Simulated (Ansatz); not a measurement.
## In3Se in Ansatz: the effect of functional

The system is In3Se.

```xyz
4
Lattice="4.8038 0.0000 0.0000 0.0000 4.8038 0.0000 0.0000 0.0000 4.8038" Properties=species:S:1:pos:R:3 pbc="T T T"
In    2.4019    2.4019    0.0000
In    2.4019    0.0000    2.4019
In    0.0000    2.4019    2.4019
Se    0.0000    0.0000    0.0000
```

The cell comes from a database or a generator and needn't be the stable form of this composition.

Alike in all runs:

| Quantity | Value |
| --- | --- |
| Program | Ansatz 0.2.0 |
| Task | projected density of states |
| Potentials or basis | Ansatz PAW |
| k mesh | 3 × 3 × 3 |
| Occupations | fermi-dirac, width 0.05 eV |
| Spin | no spin polarisation |

```csv
functional,cutoff,pressure (GPa)
LDA,420 eV (not typed: the program's choice for these potentials),-3.9
PBEsol,420 eV (not typed: the program's choice for these potentials),-2.6
RPBE,420 eV (not typed: the program's choice for these potentials),1.6
revPBE,420 eV (not typed: the program's choice for these potentials),1.2
BLYP,420 eV (not typed: the program's choice for these potentials),?
r2SCAN,500 eV (not typed: the program's choice for these potentials),-0.9
HSE06,420 eV (not typed: the program's choice for these potentials),-0.8
PBE0,420 eV (not typed: the program's choice for these potentials),-0.8
r2SCAN0,500 eV (not typed: the program's choice for these potentials),-1.1
```

What does the run with functional BLYP give?

Pressure 3.9 GPa.

Caveats: all runs use coarse meshes; the PAW data sets come from PBE, with cores solved anew for the run's functional, which leaves a small shift of forces and pressure; the density of states is complete only up to the lowest level of the last band computed; the thresholds are loose for stress (some runs).

Runs at the PBE level aren't shown here.
